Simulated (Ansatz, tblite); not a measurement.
**In(H2S)H3 (InH5S): removing an electron**

An exercise on one series of results from a longer session: the logs are not shown, and one member is left open.

Program: Ansatz 0.2.0, Gaussian basis. Level of theory: as each input shows. These are calculated values, not measurements.

Levels to be run: charge +1 doublet, at the geometry of the singlet (PBE0-D4/def2-TZVP, PBE-D4/def2-TZVP, r2SCAN-D4/def2-TZVP, CCSD(T)/def2-TZVPP); the starting singlet's energies come from earlier runs.

2 further runs of the same task are left out: 2 set aside as unsound or not needed. Runs told in other sessions of the task aren't counted.

### The geometry

The singlet was relaxed beforehand with r2SCAN-D4/def2-TZVP.

7 atoms, charge 0, spin multiplicity 1.

Atoms are counted from 1 here; the program's logs count them from 0.

Bond lengths: In1–S2 2.848 Å, In1–H5 1.726 Å, In1–H6 1.730 Å, In1–H7 1.726 Å, S2–H3 1.344 Å, S2–H4 1.344 Å. Angles: S2–In1–H5 94.0°, S2–In1–H6 94.8°, S2–In1–H7 94.0°, H5–In1–H6 119.2°, H5–In1–H7 120.0°, H6–In1–H7 119.1°, In1–S2–H3 94.5°, In1–S2–H4 94.5°, H3–S2–H4 92.3°.

In takes a core potential in the def2 sets. No spin-orbit coupling is included.

The first run:

in.yaml reads:

```yaml
crystal:
  periodic: [false, false, false]
  atoms:
    - {symbol: In, position_ang: [0.121722, -0.201920, -1.201930]}
    - {symbol: S, position_ang: [0.153761, -0.268328, 1.645341]}
    - {symbol: H, position_ang: [0.521202, 1.017816, 1.777408]}
    - {symbol: H, position_ang: [-1.149280, 0.035513, 1.772093]}
    - {symbol: H, position_ang: [1.842105, -0.185841, -1.341999]}
    - {symbol: H, position_ang: [-0.746290, 1.291430, -1.303323]}
    - {symbol: H, position_ang: [-0.743230, -1.688670, -1.347591]}
basis:
  gaussian: {orbitals: def2-TZVP}
total_charge: 1
magnetization: {spin_polarized: true, initial_magnetization: 1}
hamiltonian: {xc: pbe0, dispersion: d4}
output: {orbitals: {seedname: orbitals}}
```

On the command line:

```console
ansatz run in.yaml --threads 4 --pin off --events-out ev --progress --plain --max-ram 3916MiB
```

Steps of the session up to this table: Charge +1 doublet at the fixed geometry, PBE0-D4/def2-TZVP; Charge +1 doublet at the fixed geometry, PBE-D4/def2-TZVP; Charge +1 doublet at the fixed geometry, r2SCAN-D4/def2-TZVP; Charge +1 doublet at the fixed geometry, CCSD(T)/def2-TZVPP.

One table of the session follows, with a row left open; its other results are not shown here.

It belongs to the step «Vertical ionisation energy». 

```
             method  vertical ionisation energy (eV)
      HF/def2-TZVPP                             9.28
   PBE-D4/def2-TZVP                             9.57
r2SCAN-D4/def2-TZVP                             9.68
  PBE0-D4/def2-TZVP                             9.79
     MP2/def2-TZVPP                             9.99
    CCSD/def2-TZVPP                            10.01
 CCSD(T)/def2-TZVPP                                ?
```

Q: Estimate the row for CCSD(T)/def2-TZVPP from the others.

As computed: vertical ionisation energy (eV): 9.98. In the column «vertical ionisation energy (eV)» it lies between PBE0-D4/def2-TZVP (9.79) and MP2/def2-TZVPP (9.99).
